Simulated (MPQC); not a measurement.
**One shape, several levels: GeH2 (SMILES [H][Ge][H])**

We compute a comparison of 6 runs (HF/3-21G, B3LYP/6-31G*, PBE/6-31G*, PBE0/def2-SVP, SVWN5/def2-SVP, MP2/aug-cc-pVDZ) of GeH2. 

The results are computed with MPQC 2.3.1.

5 further runs of the same task are left out: 3 that didn't finish, 2 set aside as unsound or not needed.

### 1 Starting point

The species is GeH2 (3 atoms), meant as a singlet with charge 0. As SMILES, `[H][Ge][H]`. Geometry: a GFN2-xTB relaxation, a rough one for these elements and not checked as a minimum.

Bond lengths: Ge1–H2 1.609 Å, Ge1–H3 1.607 Å. Angles: H2–Ge1–H3 86.5°.

### 2 Energy and gradient at HF/3-21G (run 1)

input.in reads:

```
molecule<Molecule>: (
  symmetry = c1
  unit = angstrom
  { atoms geometry } = {
    Ge [ 0.004590 -0.009050 -0.781020 ]
    H  [ 1.098840 -0.017820 0.398440 ]
    H  [ -1.103430 0.026870 0.382580 ]
  }
)
basis<GaussianBasisSet>: (
  name = "3-21G"
  molecule = $:molecule
  basisdir = "."
  puream = yes
)
mpqc: (
  checkpoint = no
  savestate = no
  restart = no
  do_energy = yes
  do_gradient = yes
  optimize = no
  mole<CLHF>: (
    molecule = $:molecule
    basis = $:basis
    total_charge = 0
    memory = 1000000000
    print_evals = yes
    maxiter = 120
    value_accuracy = 1e-08
    guess_wavefunction<CLHF>: (
      molecule = $:molecule
      total_charge = 0
      memory = 1000000000
      value_accuracy = 1e-3
      basis<GaussianBasisSet>: (
        name = "STO-3G"
        molecule = $:molecule
      )
    )
  )
)
```

The basis set 3-21G is read from a file made from the Basis Set Exchange's data (not shown).

The run is started by

```console
$ mpqc -o input.out input.in
```

Output:

```text
MPQC: Massively Parallel Quantum Chemistry
[...]
  LUMO is    18   A =   0.004302
  total scf energy = -2066.4287464192
[...]
Value of the MolecularEnergy: -2066.4287464192
  Gradient of the MolecularEnergy:
      1   -0.0002203166
      2   -0.0001380346
      3   -0.0124283047
      4   -0.0029933323
      5    0.0001337851
      6    0.0063478576
      7    0.0032136489
      8    0.0000042495
      9    0.0060804471
  Function Parameters:
    value_accuracy    = 1.645855e-09 (1.000000e-08) (computed)
[...]
      symmetry = c1
[...]
```

It took 0.18 s on 1 thread of Arm Neoverse V2, shared host.

### 3 Energy and gradient at B3LYP/6-31G(d) (spherical functions) (run 2)

run.in reads:

```
% emacs should use -*- KeyVal -*- mode
molecule<Molecule>: (
   symmetry = c1
   unit = angstrom
   { atoms geometry } = {
      Ge [ 0.004590    -0.009050    -0.781020 ]
      H  [ 1.098840    -0.017820     0.398440 ]
      H  [ -1.103430     0.026870     0.382580 ]
   }
)
basis<GaussianBasisSet>: (
   name = "6-31G*"
   molecule = $:molecule
   basisdir = "."
   puream = yes
)
mpqc: (
   checkpoint = no
   savestate = no
   restart = no
   do_energy = yes
   do_gradient = yes
   optimize = no
   mole<CLKS>: (
      molecule = $:molecule
      basis = $:basis
      total_charge = 0
      memory = 1000000000
      print_evals = yes
      maxiter = 120
      value_accuracy = 1e-08
      functional<StdDenFunctional>: ( name = "B3LYP" )
      integrator<RadialAngularIntegrator>: ( grid = xfine )
      guess_wavefunction<ExtendedHuckelWfn>: (
         molecule = $:molecule
         total_charge = 0
         multiplicity = 1
         basis<GaussianBasisSet>: (
            name = "STO-3G"
            molecule = $:molecule
         )
      )
   )
)
```

The basis set 6-31G* is read from a file made from the Basis Set Exchange's data (not shown).

The run is started by

```console
$ mpqc run.in > run.out
```

Output:

```text
MPQC: Massively Parallel Quantum Chemistry
[...]
  CLSCF::init: total charge = 0
[...]
  nbasis = 36
[...]
  WARNING: BeckeIntegrationWeight usually uses the atomic maximum
           probability radius, however this is not available for
[...]
  Integrated electron density error = 0.001325319364
  iter     1 energy = -1917.9159429459 delta = 3.02646e-01
[...]
  Integrated electron density error = -0.000000043698
  iter    11 energy = -2077.9094871597 delta = 2.83394e-07
  Integrated electron density error = -0.000000043694
  iter    12 energy = -2077.9094871595 delta = 1.76665e-07
  Integrated electron density error = -0.000000043694
  iter    13 energy = -2077.9094871595 delta = 1.60737e-08
[...]
  LUMO is    18   A =  -0.120538
  total scf energy = -2077.9094871595
[...]
  Integrated electron density error = -0.000000045596
  Total Gradient:
[...]
Value of the MolecularEnergy: -2077.9094871595
  Gradient of the MolecularEnergy:
      1   -0.0002853758
      2   -0.0000365462
      3   -0.0037140413
      4   -0.0027581446
      5    0.0000791849
      6    0.0019994358
      7    0.0030435204
      8   -0.0000426387
      9    0.0017146055
  Closed Shell Kohn-Sham (CLKS) Parameters:
    Function Parameters:
[...]
        symmetry = c1
[...]
```

It took 5.7 s on 1 thread of Arm Neoverse V2, shared host.

Runs 3 to 5 aren't shown in full; the table further down has their settings and results.

### 4 Energy and forces at MP2/aug-cc-pVDZ (run 6)

input.in reads:

```
% emacs should use -*- KeyVal -*- mode
molecule<Molecule>: (
   symmetry = c1
   unit = angstrom
   { atoms geometry } = {
      Ge [ 0.004590    -0.009050    -0.781020 ]
      H  [ 1.098840    -0.017820     0.398440 ]
      H  [ -1.103430     0.026870     0.382580 ]
   }
)
basis<GaussianBasisSet>: (
   name = "aug-cc-pVDZ"
   molecule = $:molecule
   basisdir = "."
   puream = yes
)
mpqc: (
   checkpoint = no
   savestate = no
   restart = no
   do_energy = yes
   do_gradient = yes
   optimize = no
   mole<MBPT2>: (
      molecule = $:molecule
      basis = $:basis
      memory = 1000000000
      method = mp
      nfzc = 9
      reference<CLHF>: (
         molecule = $:molecule
         basis = $:basis
         total_charge = 0
         memory = 1000000000
         print_evals = yes
         maxiter = 120
         value_accuracy = 1e-08
         guess_wavefunction<CLHF>: (
            molecule = $:molecule
            total_charge = 0
            memory = 1000000000
            value_accuracy = 1e-3
            basis<GaussianBasisSet>: (
               name = "STO-3G"
               molecule = $:molecule
            )
         )
      )
   )
)
```

The basis set aug-cc-pVDZ is read from a file made from the Basis Set Exchange's data (not shown).

The run is started by

```console
$ mpqc input.in > input.out
```

Output:

```text
MPQC: Massively Parallel Quantum Chemistry
[...]
  LUMO is    18   A =  -0.005868
  total scf energy = -2076.4434051202
[...]
  MP2 correlation energy [au]:         -0.108592142959
  MP2 energy [au]:                   -2076.551997263206
[...]
Value of the MolecularEnergy: -2076.5519972632
  Gradient of the MolecularEnergy:
      1   -0.0002196745
      2   -0.0001508132
      3   -0.0135414746
      4    0.0002623377
      5    0.0000741375
      6    0.0069310303
      7   -0.0000426632
      8    0.0000766756
      9    0.0066104443
[...]
        symmetry = c1
[...]
```

Wall time 17 s (1 thread of Arm Neoverse V2, shared host); peak memory 0.15 GiB.

### 5 Overview of the runs

```
run                               level  starting guess  integration grid   energy (Eh)  HOMO energy (eV)  LUMO energy (eV)  HOMO–LUMO gap (eV)  wall time
  1                            HF/3-21G          STO-3G                 –  -2066.428746             -9.11              0.12                9.22     0.18 s
  2  B3LYP/6-31G* (spherical functions)   huckel STO-3G             xfine  -2077.909487             -6.84             -3.28                3.56      5.7 s
  3    PBE/6-31G* (spherical functions)          STO-3G             xfine  -2077.537335             -5.97             -3.91                2.06      7.2 s
  4                       PBE0/def2-SVP           3-21G             xfine  -2077.612954             -7.00             -3.03                3.98      7.5 s
  5                      SVWN5/def2-SVP           3-21G             xfine  -2074.700581             -6.05             -4.16                1.89      3.9 s
  6                     MP2/aug-cc-pVDZ          STO-3G                 –  -2076.551997             -9.35             -0.16                9.19       17 s
```

### 6 Summary of results

| quantity | value |
| --- | --- |
| run 6: total energy | -2076.55200 Eh |
| run 6: HOMO energy (Hartree–Fock orbitals) | -9.35 eV |
| run 6: LUMO energy (Hartree–Fock orbitals) | -0.16 eV |
| run 6: HOMO–LUMO gap (Hartree–Fock orbitals) | 9.19 eV |
| run 6: correlation energy (9 core orbitals frozen) | -108.6 mEh |
| run 6: largest force on an atom | 0.696 eV/Å |

Over runs 1, 2, 3, 4, 5 the HOMO–LUMO gap runs from 1.89 eV (SVWN5/def2-SVP) to 9.22 eV (HF/3-21G). The two ends differ in method and basis. Totals of different functionals can't be ranked against each other. All runs together took 41 s, the longest 17 s.
